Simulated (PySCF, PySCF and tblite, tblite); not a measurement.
# C₂H₇NSeSi: a path driven as rotation about a bond, and NMR exchange, part 1 of 2

Aim: the barrier and rate of rotation about a bond in C₂H₇NSeSi (`CNC([SiH3])=[Se]`), and what it does to NMR lines.

Computed with tblite 0.8.0 (tight binding) and PySCF 2.14.0 (DFT, with response routines of our own); each step states its level. Atoms count from 0 throughout.

## Step 1: The molecule as given

12 atoms, charge 0, multiplicity 1; geometry from: force field or distance geometry start.

Bonds of the start (Å): C0–H5 1.11, C0–H6 1.11, C0–H7 1.09, C0–N1 1.47, C2–Se4 1.91, C2–Si3 1.80, N1–C2 1.40, N1–H8 1.06, Si3–H10 1.46, Si3–H11 1.47, Si3–H9 1.48.

## Step 2: GFN2-xTB relaxation, start minimum

Job settings and geometry (Å):

```
{"job": {"xc": "GFN2-xTB", "basis": "xTB", "kind": "relax"}, "charge": 0, "multiplicity": 1}
C      1.656500    -0.419500     0.164200
N      0.845200     0.644300    -0.456800
C     -0.513000     0.815600    -0.178600
Si    -1.708200    -0.494000     0.156100
Se    -1.057300     2.646200    -0.211600
H      1.663600    -0.288900     1.266500
H      2.667700    -0.288000    -0.263900
H      1.301500    -1.422900    -0.066700
H      1.294800     1.324000    -1.130400
H     -2.780200     0.062400     1.006600
H     -2.343100    -0.937200    -1.086900
H     -1.026300    -1.642500     0.775400
```

The run is started by

```sh
$ OMP_NUM_THREADS=1 python ens_run.py task.json out
```

One launch serves the whole session.

The log of the run:

```text
step      E/eV     max force
  0    -425.46252    4.966
  1    -425.80320    1.192
  2    -425.86483    0.537
  3    -425.88876    0.571
  4    -425.91725    0.577
  5    -425.94174    0.415
  6    -425.96189    0.457
  7    -425.98272    0.498
  8    -425.99820    0.485
  9    -426.01171    0.347
 10    -426.02637    0.389
 11    -426.04129    0.377
 12    -426.05345    0.271
 13    -426.06146    0.222
 14    -426.06763    0.236
 15    -426.07656    0.361
 16    -426.08864    0.470
 17    -426.10176    0.437
 18    -426.11412    0.312
 19    -426.12431    0.251
 20    -426.13030    0.253
 21    -426.13380    0.171
 22    -426.13723    0.178
 23    -426.14077    0.216
 24    -426.14386    0.162
 25    -426.14553    0.097
 26    -426.14637    0.092
 27    -426.14722    0.110
 28    -426.14819    0.122
 29    -426.14899    0.071
 30    -426.14947    0.057
 31    -426.14977    0.055
 32    -426.15010    0.076
 33    -426.15041    0.059
 34    -426.15062    0.039
 35    -426.15079    0.037
 36    -426.15103    0.060
 37    -426.15134    0.074
 38    -426.15159    0.050
 39    -426.15170    0.018
 40    -426.15173    0.015
 41    -426.15177    0.023
 42    -426.15183    0.033
 43    -426.15191    0.030
 44    -426.15197    0.020
 45    -426.15202    0.022
 46    -426.15207    0.026
 47    -426.15218    0.047
 48    -426.15237    0.064
 49    -426.15264    0.061
 50    -426.15287    0.037
 51    -426.15304    0.049
 52    -426.15322    0.055
 53    -426.15354    0.067
 54    -426.15417    0.113
 55    -426.15518    0.154
 56    -426.15643    0.143
 57    -426.15765    0.074
 58    -426.15821    0.098
 59    -426.15881    0.146
 60    -426.15952    0.099
 61    -426.16114    0.111
 62    -426.16227    0.093
 63    -426.16414    0.101
 64    -426.16588    0.075
 65    -426.16669    0.077
 66    -426.16800    0.127
 67    -426.16883    0.211
 68    -426.17078    0.138
 69    -426.17255    0.116
 70    -426.17378    0.104
 71    -426.17471    0.092
 72    -426.17612    0.091
 73    -426.17756    0.081
 74    -426.17809    0.098
 75    -426.17910    0.046
 76    -426.17935    0.036
 77    -426.17965    0.060
 78    -426.17982    0.058
 79    -426.18022    0.054
 80    -426.18059    0.042
 81    -426.18080    0.029
 82    -426.18093    0.029
 83    -426.18108    0.036
 84    -426.18120    0.032
 85    -426.18126    0.021
 86    -426.18130    0.012
 87    -426.18132    0.012
 88    -426.18135    0.016
 89    -426.18138    0.016
 90    -426.18140    0.015
 91    -426.18143    0.011
 92    -426.18145    0.010
 93    -426.18147    0.012
 94    -426.18149    0.010
 95    -426.18150    0.009
 96    -426.18152    0.011
 97    -426.18156    0.015
 98    -426.18160    0.020
 99    -426.18166    0.021
100    -426.18171    0.019
101    -426.18177    0.019
102    -426.18186    0.026
103    -426.18202    0.039
104    -426.18228    0.048
105    -426.18260    0.049
106    -426.18297    0.050
107    -426.18331    0.051
108    -426.18360    0.062
109    -426.18321    0.165
110    -426.18407    0.040
111    -426.18430    0.034
112    -426.18457    0.116
113    -426.18494    0.034
114    -426.18510    0.032
115    -426.18527    0.101
116    -426.18554    0.021
117    -426.18562    0.019
118    -426.18574    0.044
119    -426.18581    0.027
120    -426.18592    0.018
121    -426.18599    0.025
122    -426.18607    0.028
123    -426.18615    0.036
124    -426.18626    0.035
125    -426.18633    0.024
126    -426.18637    0.057
127    -426.18644    0.029
128    -426.18649    0.020
129    -426.18656    0.017
130    -426.18661    0.023
131    -426.18668    0.025
132    -426.18679    0.028
133    -426.18686    0.033
134    -426.18686    0.034
135    -426.18693    0.019
136    -426.18696    0.017
137    -426.18700    0.018
138    -426.18702    0.014
139    -426.18704    0.018
140    -426.18706    0.009
141    -426.18707    0.012
142    -426.18709    0.014
143    -426.18711    0.013
144    -426.18713    0.010
145    -426.18714    0.008
146    -426.18715    0.017
147    -426.18716    0.008
148    -426.18718    0.008
149    -426.18719    0.009
150    -426.18720    0.007
151    -426.18721    0.007
152    -426.18721    0.005
153    -426.18721    0.004
154    -426.18722    0.005
155    -426.18722    0.004
156    -426.18722    0.002
```

Wall time 0.6 s (1 thread of Arm Neoverse V2, shared host).

Gain 0.725 eV; displacement 0.65 Å root mean square.

## Step 3: Relaxed scan, rotation

Job settings and geometry (Å):

```
{"job": {"xc": "GFN2-xTB", "basis": "xTB", "coordinate": [["t", [3, 2, 1, 0], 0.25], ["t", [3, 2, 1, 8], 0.25], ["t", [4, 2, 1, 0], 0.25], ["t", [4, 2, 1, 8], 0.25]], "kind": "drive"}, "charge": 0, "multiplicity": 1}
C      1.575373    -0.475968    -0.060636
N      0.846358     0.758980    -0.152255
C     -0.464870     0.936219    -0.077138
Si    -1.690829    -0.503803     0.178824
Se    -1.112955     2.614400    -0.225602
H      2.268625    -0.441707     0.783625
H      2.152020    -0.640526    -0.974312
H      0.888119    -1.306336     0.079018
H      1.406907     1.594753    -0.289645
H     -3.031357     0.051647     0.214324
H     -1.506130    -1.430186    -0.943343
H     -1.330062    -1.158159     1.441112
```

The log of the run:

```text
point  coordinate     E/eV
  0     14.300     -426.14740
  1     28.500     -426.02773
  2     42.900     -425.83142
  3     57.800     -425.58404
  4     73.600     -425.36387
  5     90.000     -425.27564
  6    106.400     -425.37648
  7    122.000     -425.58473
  8    136.900     -425.81408
  9    151.400     -426.00304
 10    165.700     -426.12237
 11    179.900     -426.15765
```

It took 2 s on 1 thread of Arm Neoverse V2, shared host.

The highest point is number 5, 20.1 kcal/mol above the first.

## Step 4: Nudged elastic band, leg 1

Changed since step 3:

```diff
@@ -1,2 +1,2 @@
-{"job": {"xc": "GFN2-xTB", "basis": "xTB", "coordinate": [["t", [3, 2, 1, 0], 0.25], ["t", [3, 2, 1, 8], 0.25], ["t", [4, 2, 1, 0], 0.25], ["t", [4, 2, 1, 8], 0.25]], "kind": "drive"}, "charge": 0, "multiplicity": 1}
+{"job": {"xc": "GFN2-xTB", "basis": "xTB", "kind": "neb"}, "charge": 0, "multiplicity": 1}
 C      1.575373    -0.475968    -0.060636
```

The log of the run:

```text
image   E - E0 / eV
  0       0.0000
  1       0.2094
  2       0.6355
  3       0.9110
  4       0.4029
  5       0.0851
  6       0.0249
```

It took 2.5 s on 1 thread of Arm Neoverse V2, shared host; peak memory 0.19 GiB.

The highest point is number 3, 21.0 kcal/mol above the first.

## Step 5: Saddle search, leg 1

Job settings and geometry (Å):

```
{"job": {"xc": "GFN2-xTB", "basis": "xTB", "kind": "saddle"}, "charge": 0, "multiplicity": 1}
C      1.799337    -0.246227    -0.267562
N      0.726295     0.300116     0.551308
C     -0.445459     0.604014    -0.176298
Si    -1.960826    -0.414553     0.366004
Se    -0.489239     1.778352    -1.517926
H      2.671137    -0.412490     0.361474
H      2.075778     0.410156    -1.104029
H      1.464182    -1.201382    -0.671804
H      1.064860     1.137854     1.021810
H     -3.129219     0.461157     0.347603
H     -2.127662    -1.494746    -0.607985
H     -1.649183    -0.922252     1.697406
```

The log of the run:

```text
step      E/eV     max force
  0    -425.27624   0.0169
  1    -425.27844   0.0620
  2    -425.27732   0.0162
  3    -425.27854   0.0318
  4    -425.27990   0.0416
  5    -425.28139   0.0422
  6    -425.28306   0.0233
  7    -425.28509   0.0647
  8    -425.28399   0.0120
  9    -425.28526   0.0224
 10    -425.28654   0.0258
 11    -425.28785   0.0163
 12    -425.28948   0.0406
 13    -425.28856   0.0095
 14    -425.28951   0.0147
 15    -425.29042   0.0171
 16    -425.29130   0.0107
 17    -425.29236   0.0250
 18    -425.29327   0.0298
 19    -425.29401   0.0289
 20    -425.29454   0.0480
 21    -425.29486   0.0050
 22    -425.29489   0.0050
 23    -425.29489   0.0010
lowest wavenumbers (cm-1): -244.2 81.5 130.5 180.1 194.4 254.5
```

Run time: 2.9 s. Hardware: 1 thread of Arm Neoverse V2, shared host; peak memory 0.19 GiB.

Point group C1; 1 imaginary mode, 244i cm⁻¹, carried by H8, N1, C0, H7. Steps downhill from it reached both ends.

## Step 6: Saddle search, other pyramid

Job settings and geometry (Å):

```
{"job": {"xc": "GFN2-xTB", "basis": "xTB", "kind": "saddle"}, "charge": 0, "multiplicity": 1}
C      0.687306     0.176442     1.984187
N      0.728423     0.166315     0.528912
C     -0.441998     0.669315    -0.084115
Si    -1.941939    -0.395188     0.393980
Se    -0.460766     2.083004    -1.167454
H      1.617359    -0.241875     2.363430
H     -0.159223    -0.391221     2.393681
H      0.602305     1.211560     2.314860
H      0.904944    -0.784394     0.209114
H     -3.135635     0.121414    -0.267310
H     -1.617620    -1.752641    -0.041288
H     -2.037214    -0.317777     1.850453
```

The log of the run:

```text
step      E/eV     max force
  0    -425.01777   0.8415
  1    -425.12417   0.5180
  2    -425.19292   0.2311
  3    -425.21519   0.2210
  4    -425.22353   0.1412
  5    -425.22791   0.1764
  6    -425.23328   0.0714
  7    -425.23581   0.1287
  8    -425.23504   0.0168
  9    -425.23682   0.0382
 10    -425.23582   0.0106
 11    -425.23685   0.0107
 12    -425.23781   0.0164
 13    -425.23871   0.0162
 14    -425.23955   0.0166
 15    -425.24055   0.0255
 16    -425.24140   0.0154
 17    -425.24208   0.0479
 18    -425.24179   0.0067
 19    -425.24218   0.0154
 20    -425.24244   0.0175
 21    -425.24258   0.0094
 22    -425.24260   0.0037
lowest wavenumbers (cm-1): -185.3 85.7 163.2 187.9 200.1 285.1
```

It took 3 s on 1 thread of Arm Neoverse V2, shared host; peak memory 0.19 GiB.

Point group C1; 1 imaginary mode, 185i cm⁻¹, carried by C0, N1, H8, H7. Steps downhill from it reached both ends.

## Step 7: Shieldings, start: PBE0/pcSseg-1 in chloroform

Job settings and geometry (Å):

```
{"job": {"kind": "nmr", "xc": "PBE0", "basis": "pcSseg-1", "solvent": "chloroform", "pop": false}, "charge": 0, "multiplicity": 1}
C      1.575373    -0.475968    -0.060636
N      0.846358     0.758980    -0.152255
C     -0.464870     0.936219    -0.077138
Si    -1.690829    -0.503803     0.178824
Se    -1.112955     2.614400    -0.225602
H      2.268625    -0.441707     0.783625
H      2.152020    -0.640526    -0.974312
H      0.888119    -1.306336     0.079018
H      1.406907     1.594753    -0.289645
H     -3.031357     0.051647     0.214324
H     -1.506130    -1.430186    -0.943343
H     -1.330062    -1.158159     1.441112
```

The log of the run:

```text
coarse grid: 46528 points
cycle   1  E = -2825.3277634463  dE = -5.760e-01  |g| = 6.505e-01  |ddm| = 3.211e+00
cycle   2  E = -2825.3069010280  dE =  2.086e-02  |g| = 4.524e-01  |ddm| = 1.017e+00
cycle   3  E = -2825.3308696931  dE = -2.397e-02  |g| = 3.496e-01  |ddm| = 8.783e-01
cycle   4  E = -2825.3620107947  dE = -3.114e-02  |g| = 2.920e-02  |ddm| = 3.509e-01
cycle   5  E = -2825.3620796170  dE = -6.882e-05  |g| = 1.022e-02  |ddm| = 2.341e-02
cycle   6  E = -2825.3621004909  dE = -2.087e-05  |g| = 4.479e-03  |ddm| = 1.049e-02
cycle   7  E = -2825.3621047724  dE = -4.282e-06  |g| = 7.832e-04  |ddm| = 3.499e-03
final grid: 96016 points
cycle   8  E = -2825.3621565572  dE = -1.137e-09  |g| = 9.221e-04  |ddm| = 2.458e-03
cycle   9  E = -2825.3621563130  dE =  2.442e-07  |g| = 1.346e-03  |ddm| = 2.318e-03
cycle  10  E = -2825.3621567587  dE = -4.457e-07  |g| = 2.540e-04  |ddm| = 1.534e-03
cycle  11  E = -2825.3621567734  dE = -1.474e-08  |g| = 2.505e-05  |ddm| = 2.264e-04
cycle  12  E = -2825.3621567736  dE = -1.346e-10  |g| = 6.180e-06  |ddm| = 2.897e-05
converged SCF energy = -2825.3621567736

GIAO shielding tensors (ppm)
atom      isotropic    diamagn.    paramagn.     s11        s22        s33       span
  0 C      145.990     247.189    -101.199    124.557    129.750    183.663     59.106
  1 N       68.987     325.497    -256.510    -78.494    136.679    148.775    227.269
  2 C      -52.161     256.933    -309.093   -226.896    -70.098    140.512    367.409
  3 Si     420.275     879.627    -459.352    352.278    447.784    460.764    108.486
  4 Se     817.072    2999.591   -2182.519     56.940   1025.166   1369.109   1312.169
  5 H       28.065      28.574      -0.510     23.988     25.908     34.297     10.309
  6 H       28.064      28.557      -0.493     23.982     25.917     34.295     10.313
  7 H       28.346      30.923      -2.577     24.570     29.617     30.853      6.283
  8 H       23.078      32.603      -9.525     17.919     24.018     27.295      9.376
  9 H       27.086      28.465      -1.379     22.717     28.123     30.418      7.701
 10 H       26.958      28.872      -1.914     23.282     26.024     31.569      8.287
 11 H       26.957      28.878      -1.920     23.272     26.031     31.569      8.297
```

Run time: 12 s. Hardware: 1 thread of Arm Neoverse V2, shared host; peak memory 0.74 GiB.

This run: HOMO -5.86 eV, LUMO -1.41 eV; dipole 6.38 D.

(Continued in part 2 of 2.)
